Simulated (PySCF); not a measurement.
# C₄H₉AsO: magnetic properties

What do calculations give for the magnetic properties of C₄H₉AsO (`[AsH2]CC1COC1`)?

Computed with PySCF 2.14.0 and routines of our own; the level stands in each step. Atoms count from 0.

### Step 1. The starting structure

15 atoms, charge 0, multiplicity 1; geometry from: GFN2-xTB.

### Step 2. Magnetic properties: GIAO PBE/pcSseg-1

Job settings and geometry (Å):

```
{"job": {"kind": "mag", "xc": "PBE", "basis": "pcSseg-1", "isotopologues": 2}, "charge": 0, "multiplicity": 1}
As     2.293933    -0.482690     0.835413
C      0.862776     0.645747     0.032562
C     -0.309079    -0.203507    -0.414368
C     -1.102424    -0.890558     0.704572
O     -2.286632    -0.169674     0.362866
C     -1.630692     0.527789    -0.697267
H      2.765920    -1.015647    -0.489562
H      3.332872     0.600752     0.744310
H      1.255917     1.214512    -0.814175
H      0.528331     1.359572     0.791340
H     -0.006846    -0.881175    -1.216554
H     -1.239117    -1.971767     0.606571
H     -0.760532    -0.655400     1.720367
H     -1.613514     1.608093    -0.522116
H     -2.095325     0.321941    -1.665871
```

With the program's defaults for keys left out, this is: GIAO PBE/pcSseg-1 magnetisability, rotational g tensor and spin-rotation constants, non-relativistic, gas phase.

On the command line:

```
$ OMP_NUM_THREADS=1 python excited_run.py task.json out
```

One launch serves the whole session: the jobs run in the order shown.

The log of the run:

```text
coarse grid: 55480 points
cycle   1  E = -2467.8731634129  dE = -2.599e-01  |g| = 1.085e+00  |ddm| = 3.508e+00
cycle   2  E = -2467.5516797274  dE =  3.215e-01  |g| = 1.578e+00  |ddm| = 2.361e+00
cycle   3  E = -2467.9642568501  dE = -4.126e-01  |g| = 4.329e-01  |ddm| = 2.076e+00
cycle   4  E = -2467.9971956736  dE = -3.294e-02  |g| = 9.497e-02  |ddm| = 3.221e-01
cycle   5  E = -2467.9979462250  dE = -7.506e-04  |g| = 5.002e-02  |ddm| = 1.224e-01
cycle   6  E = -2467.9985684682  dE = -6.222e-04  |g| = 1.070e-02  |ddm| = 6.034e-02
cycle   7  E = -2467.9985915938  dE = -2.313e-05  |g| = 3.667e-03  |ddm| = 1.312e-02
cycle   8  E = -2467.9985949049  dE = -3.311e-06  |g| = 6.779e-04  |ddm| = 3.992e-03
final grid: 117464 points
cycle   9  E = -2467.9986366521  dE =  2.866e-08  |g| = 9.712e-04  |ddm| = 2.891e-03
cycle  10  E = -2467.9986363144  dE =  3.377e-07  |g| = 1.542e-03  |ddm| = 2.402e-03
cycle  11  E = -2467.9986368673  dE = -5.529e-07  |g| = 1.134e-04  |ddm| = 1.491e-03
cycle  12  E = -2467.9986368698  dE = -2.537e-09  |g| = 3.432e-05  |ddm| = 1.238e-04
cycle  13  E = -2467.9986368701  dE = -2.724e-10  |g| = 8.231e-06  |ddm| = 3.666e-05
converged SCF energy = -2467.9986368701

Magnetisability tensor (1e-30 J/T^2)
    -1336.82       72.51       17.92
       72.51    -1169.06       93.92
       17.92       93.92    -1168.06
isotropic -1224.65   principal values   -1365.44  -1248.97  -1059.53
isotropic susceptibility -73.750 1e-6 cm^3/mol

Inertial axes            a          b          c
rot. const./GHz      7.4371     0.9750     0.9077
chi total           -80.575    -75.165    -65.509
chi diamagnetic    -283.002  -1235.196  -1329.048
chi paramagnetic    202.427   1160.031   1263.539
quadrupole/D A       -8.886      3.880      5.005
g nuclear            0.6812     0.5220     0.5257
g electronic        -0.7073    -0.5313    -0.5388
g total             -0.0261    -0.0093    -0.0131

Spin-rotation constants (kHz, H = +C I.J)
atom  isotope        aa         bb         cc
  0   75As        8.278      1.313      1.135
  6     1H       -0.752     -0.085      0.004
  7     1H       -0.418     -0.033     -0.077
  8     1H       -0.764      0.028     -0.091
  9     1H       -0.750     -0.114      0.020
 10     1H       -0.792     -0.105      0.042
 11     1H       -0.822     -0.005     -0.009
 12     1H       -0.558     -0.065      0.009
 13     1H       -0.716     -0.046      0.006
 14     1H       -0.237     -0.085     -0.006
  1    13C*       1.235      0.170      0.135
  2    13C*       1.350      0.163      0.174
  3    13C*       1.358      0.287      0.235
  4    17O*      -0.380     -0.039     -0.079
* in the singly substituted isotopologue

Isotopologues: g along a, b, c
2H    at 6,7,8,9,10,11,    -0.0195    -0.0086    -0.0120
13C   at 1                 -0.0257    -0.0094    -0.0131
```

Wall time 29 s (1 thread of Arm Neoverse V2, shared host); peak memory 0.67 GiB.

In short:

```csv
quantity,value
magnetisability,-1225·10⁻³⁰ J/T²
molar susceptibility,-73.8·10⁻⁶ cm³/mol
"rotational g (a, b, c)","-0.0261, -0.0093, -0.0131"
```

### Step 3. Magnetic properties: GIAO PW91/6-311G**

Settings changed since step 2:

```diff
@@ -1,2 +1,2 @@
-{"job": {"kind": "mag", "xc": "PBE", "basis": "pcSseg-1", "isotopologues": 2}, "charge": 0, "multiplicity": 1}
+{"job": {"kind": "mag", "xc": "PW91", "basis": "6-311G**", "scf": {"guess": "sap"}}, "charge": 0, "multiplicity": 1}
 As     2.293933    -0.482690     0.835413
```

Method: GIAO PW91/6-311G** magnetisability, rotational g tensor and spin-rotation constants, non-relativistic, gas phase.

The log of the run:

```text
final grid: 117464 points
cycle   1  E = -2328.8076026074  dE =  1.292e+02  |g| = 1.268e+01  |ddm| = 1.398e+02
cycle   2  E = -1905.2531322151  dE =  4.236e+02  |g| = 2.883e+01  |ddm| = 1.422e+02
cycle   3  E = -2277.7311835742  dE = -3.725e+02  |g| = 1.893e+01  |ddm| = 2.656e+01
cycle   4  E = -2437.3785760746  dE = -1.596e+02  |g| = 1.026e+01  |ddm| = 1.701e+01
cycle   5  E = -2459.5934723788  dE = -2.221e+01  |g| = 4.756e+00  |ddm| = 1.749e+01
cycle   6  E = -2437.8128628203  dE =  2.178e+01  |g| = 8.577e+00  |ddm| = 1.934e+01
cycle   7  E = -2461.3297553143  dE = -2.352e+01  |g| = 3.733e+00  |ddm| = 8.422e+00
cycle   8  E = -2468.8359079973  dE = -7.506e+00  |g| = 6.683e-01  |ddm| = 6.195e+00
cycle   9  E = -2468.7738354057  dE =  6.207e-02  |g| = 8.956e-01  |ddm| = 1.847e+00
cycle  10  E = -2468.9537844332  dE = -1.799e-01  |g| = 2.332e-01  |ddm| = 8.915e-01
cycle  11  E = -2468.9589141111  dE = -5.130e-03  |g| = 1.587e-01  |ddm| = 2.312e-01
cycle  12  E = -2468.9645026543  dE = -5.589e-03  |g| = 5.796e-02  |ddm| = 1.653e-01
cycle  13  E = -2468.9651030485  dE = -6.004e-04  |g| = 2.234e-02  |ddm| = 6.436e-02
cycle  14  E = -2468.9652067304  dE = -1.037e-04  |g| = 8.745e-03  |ddm| = 2.680e-02
cycle  15  E = -2468.9652270620  dE = -2.033e-05  |g| = 1.155e-03  |ddm| = 9.248e-03
cycle  16  E = -2468.9652273598  dE = -2.977e-07  |g| = 5.733e-04  |ddm| = 1.609e-03
cycle  17  E = -2468.9652274350  dE = -7.523e-08  |g| = 1.519e-04  |ddm| = 5.725e-04
cycle  18  E = -2468.9652274405  dE = -5.484e-09  |g| = 4.775e-05  |ddm| = 1.644e-04
cycle  19  E = -2468.9652274410  dE = -5.521e-10  |g| = 1.004e-05  |ddm| = 5.435e-05
converged SCF energy = -2468.9652274410

Magnetisability tensor (1e-30 J/T^2)
    -1336.37       69.60       16.87
       69.60    -1172.35       90.24
       16.87       90.24    -1169.27
isotropic -1226.00   principal values   -1363.42  -1248.11  -1066.47
isotropic susceptibility -73.831 1e-6 cm^3/mol

Inertial axes            a          b          c
rot. const./GHz      7.4371     0.9750     0.9077
chi total           -80.539    -75.126    -65.829
chi diamagnetic    -282.464  -1234.318  -1328.270
chi paramagnetic    201.924   1159.192   1262.440
quadrupole/D A       -8.558      3.631      4.926
g nuclear            0.6812     0.5220     0.5257
g electronic        -0.7055    -0.5310    -0.5383
g total             -0.0243    -0.0089    -0.0126

Spin-rotation constants (kHz, H = +C I.J)
atom  isotope        aa         bb         cc
  0   75As        8.327      1.309      1.133
  6     1H       -0.757     -0.086      0.004
  7     1H       -0.419     -0.033     -0.078
  8     1H       -0.778      0.028     -0.092
  9     1H       -0.761     -0.116      0.021
 10     1H       -0.798     -0.106      0.042
 11     1H       -0.831     -0.006     -0.010
 12     1H       -0.565     -0.067      0.007
 13     1H       -0.731     -0.046      0.004
 14     1H       -0.252     -0.086     -0.007
  1    13C*       1.207      0.168      0.134
  2    13C*       1.328      0.161      0.172
  3    13C*       1.325      0.281      0.230
  4    17O*      -0.409     -0.037     -0.079
* in the singly substituted isotopologue
```

Wall time 44 s (1 thread of Arm Neoverse V2, shared host); peak memory 0.77 GiB.

In short:

```csv
quantity,value
magnetisability,-1226·10⁻³⁰ J/T²
molar susceptibility,-73.8·10⁻⁶ cm³/mol
"rotational g (a, b, c)","-0.0243, -0.0089, -0.0126"
```

### Step 4. Magnetic properties: GIAO wB97X-D/6-311G**

Settings changed since step 3:

```diff
@@ -1,2 +1,2 @@
-{"job": {"kind": "mag", "xc": "PW91", "basis": "6-311G**", "scf": {"guess": "sap"}}, "charge": 0, "multiplicity": 1}
+{"job": {"kind": "mag", "xc": "wB97X-D", "basis": "6-311G**"}, "charge": 0, "multiplicity": 1}
 As     2.293933    -0.482690     0.835413
```

With the program's defaults for keys left out, this is: GIAO wB97X-D/6-311G** magnetisability, rotational g tensor and spin-rotation constants, non-relativistic, gas phase.

The log of the run:

```text
coarse grid: 55480 points
cycle   1  E = -2468.7886784901  dE = -1.467e+00  |g| = 1.678e+00  |ddm| = 2.972e+00
cycle   2  E = -2468.7698177877  dE =  1.886e-02  |g| = 1.035e+00  |ddm| = 1.084e+00
cycle   3  E = -2468.8701457647  dE = -1.003e-01  |g| = 4.065e-01  |ddm| = 7.741e-01
cycle   4  E = -2468.8925741104  dE = -2.243e-02  |g| = 5.780e-02  |ddm| = 2.225e-01
cycle   5  E = -2468.8929059038  dE = -3.318e-04  |g| = 1.146e-02  |ddm| = 3.327e-02
cycle   6  E = -2468.8929271055  dE = -2.120e-05  |g| = 1.992e-03  |ddm| = 1.034e-02
cycle   7  E = -2468.8929283335  dE = -1.228e-06  |g| = 5.891e-04  |ddm| = 3.899e-03
final grid: 117464 points
cycle   8  E = -2468.8928677606  dE = -2.024e-06  |g| = 8.135e-04  |ddm| = 3.412e-03
cycle   9  E = -2468.8928678348  dE = -7.422e-08  |g| = 6.984e-04  |ddm| = 1.104e-03
cycle  10  E = -2468.8928679126  dE = -7.778e-08  |g| = 1.028e-04  |ddm| = 4.318e-04
cycle  11  E = -2468.8928679146  dE = -2.070e-09  |g| = 3.696e-05  |ddm| = 1.157e-04
cycle  12  E = -2468.8928679151  dE = -4.411e-10  |g| = 1.280e-05  |ddm| = 6.393e-05
converged SCF energy = -2468.8928679151

Magnetisability tensor (1e-30 J/T^2)
    -1363.93       65.33       16.04
       65.33    -1196.47       89.79
       16.04       89.79    -1192.73
isotropic -1251.04   principal values   -1387.66  -1273.02  -1092.45
isotropic susceptibility -75.340 1e-6 cm^3/mol

Inertial axes            a          b          c
rot. const./GHz      7.4371     0.9750     0.9077
chi total           -82.159    -76.608    -67.251
chi diamagnetic    -282.006  -1234.407  -1328.373
chi paramagnetic    199.847   1157.799   1261.122
quadrupole/D A       -9.185      3.933      5.252
g nuclear            0.6812     0.5220     0.5257
g electronic        -0.6982    -0.5303    -0.5378
g total             -0.0170    -0.0083    -0.0121

Spin-rotation constants (kHz, H = +C I.J)
atom  isotope        aa         bb         cc
  0   75As        8.092      1.254      1.095
  6     1H       -0.765     -0.086      0.003
  7     1H       -0.430     -0.034     -0.078
  8     1H       -0.789      0.024     -0.094
  9     1H       -0.762     -0.115      0.017
 10     1H       -0.804     -0.107      0.038
 11     1H       -0.838     -0.009     -0.012
 12     1H       -0.575     -0.070      0.005
 13     1H       -0.744     -0.048      0.002
 14     1H       -0.274     -0.087     -0.009
  1    13C*       1.121      0.154      0.122
  2    13C*       1.240      0.148      0.162
  3    13C*       1.241      0.263      0.220
  4    17O*      -0.320     -0.023     -0.068
* in the singly substituted isotopologue
```

Run time: 34 s. Hardware: 1 thread of Arm Neoverse V2, shared host; peak memory 0.83 GiB.

From this job:

```csv
quantity,value
magnetisability,-1251·10⁻³⁰ J/T²
molar susceptibility,-75.3·10⁻⁶ cm³/mol
"rotational g (a, b, c)","-0.0170, -0.0083, -0.0121"
```

### Step 5. The levels compared

```csv
level,ξ (10⁻³⁰ J/T²),g(a),g(b),gap (eV),functions,time
GIAO PBE/pcSseg-1,-1225,-0.0261,-0.0093,5.00,171,29 s
GIAO PW91/6-311G**,-1226,-0.0243,-0.0089,4.95,188,44 s
GIAO wB97X-D/6-311G**,-1251,-0.0170,-0.0083,11.04,188,34 s
```

### Step 6. Summary of results

| quantity | value |
| --- | --- |
| magnetisability (step 2, GIAO PBE/pcSseg-1) | -1225·10⁻³⁰ J/T² |
| molar susceptibility (step 2, GIAO PBE/pcSseg-1) | -73.8·10⁻⁶ cm³/mol |
| rotational g (a, b, c) (step 2, GIAO PBE/pcSseg-1) | -0.0261, -0.0093, -0.0131 |
| magnetisability over the levels | -1251 to -1225·10⁻³⁰ J/T² |

**Reading.** Steps that list no spin-orbit terms leave them out, which matters at and beside the heavy atoms. The magnetisability spreads by 2.1 % over 3 levels, from GIAO wB97X-D/6-311G** (34 s) to GIAO PBE/pcSseg-1 (29 s); the runs took 29 s to 44 s. Vibrational averaging and real surroundings are missing from these values.
